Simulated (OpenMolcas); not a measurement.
# Pd⁵⁺ among point charges: CASSCF and CASPT2 levels and susceptibility

Aim: the splitting of the states of Pd⁵⁺ in the field of 6 point charges, its lowest levels with spin-orbit coupling and its magnetic susceptibility.

Method: state-averaged CASSCF and CASPT2, spin-orbit coupling by RASSI with atomic mean-field integrals. Code: OpenMolcas 26.06.

### Step 1. The atom as given

```
Species                           : Pd⁵⁺ (palladium, Z = 46, 41 electrons)
Basis                             : ANO-RCC-VDZP [6s5p3d1f], 43 functions
Scalar Hamiltonian                : DKH2, point nucleus
Inactive shells                   : 1s 2s 2p 3s 3p 3d 4s 4p
Active space                      : 5 electrons in 5 orbitals (4d)
Some configurations of this space : 4d5
Orbitals                          : optimised for each spin and parity, averaged over all roots
```

The outer shells:

4d5
```
4d [↑ ][↑ ][↑ ][↑ ][↑ ]
```

The ion sits among 6 point charges of -1.7 e arranged as a trigonal antiprism (D3d), 2.38 Å from the ion.

The work runs as a chain of OpenMolcas steps in one folder; each step below is one input file. Labels, J, g values, rates, χT and fits are worked out afterwards by a script from the matrices that RASSI stores. The input lists half of the charges; inversion (Group=XYZ) makes the rest.

### Step 2. GATEWAY and SEWARD: basis and integrals

a.inp reads:

```
&GATEWAY
Coord
1

Pd 0.0 0.0 0.0
Basis=ANO-RCC-VDZP
Group=XYZ
NoMove
AngMom=0.0 0.0 0.0
AMFI
XField
3 Angstrom 0
0.000000 1.943262 1.374094 -1.700000
1.682914 -0.971631 1.374094 -1.700000
1.682914 0.971631 -1.374094 -1.700000
&SEWARD
```

Started as:

```
OMP_NUM_THREADS=1 MOLCAS_MEM=1689 MOLCAS_PROJECT=a pymolcas a.inp > a.log
```

### Step 3. Reference wave functions, sextets of even parity, 1 root

a.inp reads:

```
&RASSCF
FileOrb=start.orb
Symmetry=1
Spin=6
nActEl=5 0 0
Inactive=9 9
Ras2=5 0
CIRoot=1 1 1
SDav=1
CIMx=300
Iter=120 100
PrWF=0.3
OrbListing=Nothing
MaxOrb=0
>>> COPY $Project.JobIph JOB001
```

start.orb holds the contracted functions of the basis, ordered by shell, or the orbitals of the step before.

### Step 4. CASSCF: quartets of even parity, 24 roots

a.inp reads:

```
&RASSCF
FileOrb=start.orb
Symmetry=1
Spin=4
nActEl=5 0 0
Inactive=9 9
Ras2=5 0
CIRoot=24 24 1
SDav=24
CIMx=300
Iter=120 100
PrWF=0.3
OrbListing=Nothing
MaxOrb=0
>>> COPY $Project.JobIph JOB002
```

### Step 5. Reference wave functions, doublets of even parity, 75 roots

a.inp reads:

```
&RASSCF
FileOrb=start.orb
Symmetry=1
Spin=2
nActEl=5 0 0
Inactive=9 9
Ras2=5 0
CIRoot=75 75 1
SDav=75
CIMx=300
Iter=120 100
PrWF=0.3
OrbListing=Nothing
MaxOrb=0
>>> COPY $Project.JobIph JOB003
```

### Step 6. RASSI: spin-orbit coupling between the states

a.inp reads:

```
&RASSI
NrOfJobIphs=3 1 24 75
1
1 2 3 4 5 6 7 8 9 10 11 12 13 14 15 16 17 18 19 20 21 22 23 24
1 2 3 4 5 6 7 8 9 10 11 12 13 14 15 16 17 18 19 20 21 22 23 24 25 26 27
28 29 30 31 32 33 34 35 36 37 38 39 40 41 42 43 44 45 46 47 48 49 50 51
52 53 54 55 56 57 58 59 60 61 62 63 64 65 66 67 68 69 70 71 72 73 74 75
IphNames
JOB001
JOB002
JOB003
EJob
SpinOrbit
DIPRint=1.0
SOCoupling=1000.0
Subsets=2
Property=9
'ANGMOM' 1 'ANGMOM' 2 'ANGMOM' 3 'MLTPL  1' 1 'MLTPL  1' 2 'MLTPL  1' 3
'AMFI' 1 'AMFI' 2 'AMFI' 3
SOProperty=3
'ANGMOM' 1 'ANGMOM' 2 'ANGMOM' 3
```

### Step 7. CASPT2: IPEA 0.25, imaginary shift 0.1 (closed shells correlated: 4s 4p)

a.inp reads:

```
>>> COPY JOB001 $Project.JobIph
&CASPT2
Multistate=1 1
Frozen=8 6
IPEA=0.25
Imaginary=0.1
MaxIter=60
WThr=0.0 0.3 0.05
PrWF=0.5
NoMix
>>> COPY JOB002 $Project.JobIph
&CASPT2
Multistate=24 1 2 3 4 5 6 7 8 9 10 11 12 13 14 15 16 17 18 19 20 21 22
23 24
NoMult
Frozen=8 6
IPEA=0.25
Imaginary=0.1
MaxIter=60
WThr=0.0 0.3 0.05
PrWF=0.5
NoMix
>>> COPY JOB003 $Project.JobIph
&CASPT2
Multistate=75 1 2 3 4 5 6 7 8 9 10 11 12 13 14 15 16 17 18 19 20 21 22
23 24 25 26 27 28 29 30 31 32 33 34 35 36 37 38 39 40 41 42 43 44 45 46
47 48 49 50 51 52 53 54 55 56 57 58 59 60 61 62 63 64 65 66 67 68 69 70
71 72 73 74 75
NoMult
Frozen=8 6
IPEA=0.25
Imaginary=0.1
MaxIter=60
WThr=0.0 0.3 0.05
PrWF=0.5
NoMix
```

(Steps that only read results are left out.)

What does the calculation give? Wanted: spin-free ground state; lowest level; next level.

The runs gave:

| quantity | value |
| --- | --- |
| method | SS-CASPT2, IPEA 0.25, imaginary shift 0.1 (closed shells correlated: 4s 4p) |
| spin-free ground state | 6A1, 1-fold in its orbital part |
| lowest level | 2-fold E1/2, g = 3.33, 3.33, 3.33 |
| next level | 0.1 cm⁻¹ |
| χT at 300 K | 4.36 cm³ K/mol |
| effective moment at 300 K | 5.90 μB |

Cost by method:

```tsv
method	time of its own steps	time with the reference
A. CASSCF	21 s	21 s
B. SS-CASPT2, IPEA 0.25, imaginary shift 0.1, +4s 4p	5.1 s	26 s
```

Times are of one thread on a shared host.

**Reading.** The spin-free ground state (6A1) comes to 100 % from free-ion S terms and keeps the highest spin of the shell. χT at 300 K is 4.36, against 4.39 cm³ K/mol for the spin alone, as a half-filled shell (L = 0) has no orbital moment. An active space of the d shell alone favours high spin; real ions in strong fields can be low spin. CASPT2 does not keep the components of a term degenerate, and the means are used. The field of point charges can differ much from that of real complexes. With metal d orbitals alone active, the gaps between spin states are rough; where two lie within a few thousand cm-1, their order is open. This is an electrostatic model: the charges have no orbitals.
